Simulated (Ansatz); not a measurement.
# Si2H5ClO2 (SMILES O[SiH2][SiH](O)Cl) at revPBE/cc-pVDZ

What is the energy change on altering one bond length of Si2H5ClO2 at revPBE/cc-pVDZ? 

The calculation is run with Ansatz 0.2.0.

45 further runs of the same task are left out: 45 set aside as unsound or not needed.

## Step 1: The structure to begin with

Si2H5ClO2 has 10 atoms, charge 0, and is taken as a singlet. As SMILES, `O[SiH2][SiH](O)Cl`. The coordinates come from a PBE0-D4/def2-TZVP relaxation. This is one conformer, not always the lowest.

Bond lengths: O1–Si2 1.650 Å, Si2–Si3 2.348 Å, Si3–O4 1.649 Å, Si3–Cl5 2.066 Å, O1–H6 0.960 Å, Si2–H7 1.491 Å, Si2–H8 1.483 Å, Si3–H9 1.486 Å, O4–H10 0.960 Å. Some angles: O1–Si2–Si3 106.6°, Si2–Si3–O4 101.2°, Si2–Si3–Cl5 111.9°, O4–Si3–Cl5 110.1°, O1–Si2–H7 111.9°, O1–Si2–H8 108.3°, Si3–Si2–H7 109.2°, Si3–Si2–H8 112.4°, Si2–O1–H6 115.5°, Si2–Si3–H9 117.8°.

## Step 2: A single-point energy at revPBE/cc-pVDZ

Input file job.yaml:

```yaml
crystal:
  periodic: [false, false, false]
  atoms:
    - symbol: O
      position_ang: [-0.930000, 0.870600, 1.737400]
    - symbol: Si
      position_ang: [-0.447400, 1.332200, 0.228900]
    - symbol: Si
      position_ang: [0.341100, -0.602400, -0.843800]
    - symbol: O
      position_ang: [0.842400, -1.502200, 0.443500]
    - symbol: Cl
      position_ang: [-1.163400, -1.590800, -1.857000]
    - symbol: H
      position_ang: [-0.481100, 0.102500, 2.098700]
    - symbol: H
      position_ang: [0.646000, 2.345000, 0.279800]
    - symbol: H
      position_ang: [-1.611200, 1.931000, -0.468100]
    - symbol: H
      position_ang: [1.430200, -0.446300, -1.842900]
    - symbol: H
      position_ang: [1.198600, -2.379200, 0.286500]
basis:
  gaussian:
    orbitals: cc-pVDZ
total_charge: 0
hamiltonian:
  xc: {name: revPBE}
accuracy: high
output: {orbitals: {seedname: orbitals}}
```

On the command line:

```bash
ansatz run job.yaml --threads 1 --pin off --max-ram 2610MiB --events-out events.jsonl --progress --plain --runs-dir runs
```

What it wrote:

```text
Warning: RAYON_NUM_THREADS=1 ignored (pool sized by the plan → 1); use --threads N
Functional definition: revPBE
  name "revPBE"
  parameter kappa = 1.245
  parameter beta = 0.06672455060314922
  exchange = pbe_x(kappa = kappa, mu = beta*pi^2/3)
  correlation = pbe_c(beta = beta)
2472 factors; integrals over basis functions are off by at most 5.7e-9 eV
mean field evaluation 1: about -32440.4757 eV, gradient 7.2e1 eV
mean field evaluation 2: about -32383.2256 eV, gradient 1.8e2 eV
mean field evaluation 4: about -32449.3968 eV, gradient 8.3e0 eV
mean field evaluation 8: about -32449.5537 eV, gradient 7.9e-1 eV
mean field evaluation 16: about -32449.5551 eV, gradient 3.5e-5 eV
mean field -32449.55509067 eV, -1192.4991544838 hartree, gradient 2.7e-8 eV, S^2 0.000000; 0 other end points of the search recorded, 0 dependent functions left out
reference -32449.55509540 eV, -1192.4991546576 hartree; 33, 33 occupied and 74, 74 virtual orbitals, 2472 factors
Total energy: -32449.55509540 eV, -1192.4991546576 hartree
```

Wall time 11 s (1 thread of Arm Neoverse V2, shared host); peak memory 0.32 GiB.

## Step 3: The distorted shape

Input file input.yaml:

```yaml
basis:
  gaussian:
    orbitals: cc-pVDZ
crystal:
  periodic: [false, false, false]
  atoms:
    - symbol: O
      position_ang: [-1.289120, 1.485080, 1.448360]
    - symbol: Si
      position_ang: [-0.806520, 1.946680, -0.060140]
    - symbol: Si
      position_ang: [-0.018020, 0.012080, -1.132840]
    - symbol: O
      position_ang: [0.483280, -0.887720, 0.154460]
    - symbol: Cl
      position_ang: [-1.522520, -0.976320, -2.146040]
    - symbol: H
      position_ang: [-0.481100, 0.102500, 2.098700]
    - symbol: H
      position_ang: [0.286880, 2.959480, -0.009240]
    - symbol: H
      position_ang: [-1.970320, 2.545480, -0.757140]
    - symbol: H
      position_ang: [1.071080, 0.168180, -2.131940]
    - symbol: H
      position_ang: [0.839480, -1.764720, -0.002540]
accuracy: high
hamiltonian:
  xc: {name: revPBE}
output:
  orbitals: {seedname: orbitals}
```

On the command line:

```bash
ansatz run input.yaml --threads 1 --pin off --max-ram 2610MiB --events-out events.jsonl --progress --plain --runs-dir runs
```

What it wrote, cut to the lines that bear on the results:

```text
Warning: RAYON_NUM_THREADS=1 ignored (pool sized by the plan → 1); use --threads N
[... 6 set-up lines as earlier in the session ...]
2484 factors; integrals over basis functions are off by at most 9.4e-9 eV
mean field evaluation 1: about -32434.0199 eV, gradient 7.7e1 eV
mean field evaluation 2: about -32296.9770 eV, gradient 2.1e2 eV
mean field evaluation 4: about -32445.3323 eV, gradient 1.3e1 eV
mean field evaluation 8: about -32446.1505 eV, gradient 1.2e0 eV
mean field evaluation 16: about -32446.1442 eV, gradient 1.4e-4 eV
mean field -32446.14423001 eV, -1192.3738076666 hartree, gradient 2.9e-8 eV, S^2 0.000000; 0 other end points of the search recorded, 0 dependent functions left out
reference -32446.14423482 eV, -1192.3738078433 hartree; 33, 33 occupied and 74, 74 virtual orbitals, 2484 factors
Total energy: -32446.14423482 eV, -1192.3738078433 hartree
```

Run time: 11 s. Hardware: 1 thread of Arm Neoverse V2, shared host; peak memory 0.32 GiB.

## Step 4: What came out

At revPBE/cc-pVDZ:

| quantity | value |
| --- | --- |
| first shape: total energy | -1192.49915 Eh |
| first shape: HOMO energy | -6.42 eV |
| first shape: LUMO energy | -1.19 eV |
| first shape: HOMO–LUMO gap | 5.24 eV |
| distorted shape: total energy | -1192.37381 Eh |
| distorted shape: HOMO energy | -6.18 eV |
| distorted shape: LUMO energy | -4.39 eV |
| distorted shape: HOMO–LUMO gap | 1.79 eV |
| energy change with the O1–H6 bond stretched from 0.960 to 1.728 Å | 3.411 eV |

One bond (distorted shape) is far stretched, which a spin-restricted single reference describes badly; a broken-symmetry solution may lie lower. With the O1–H6 bond stretched from 0.960 to 1.728 Å the energy rises by 3.41 eV (329 kJ/mol). The first shape isn't relaxed at this level, so the change isn't measured from a minimum. A restricted reference can't describe the breaking bond well at this length.
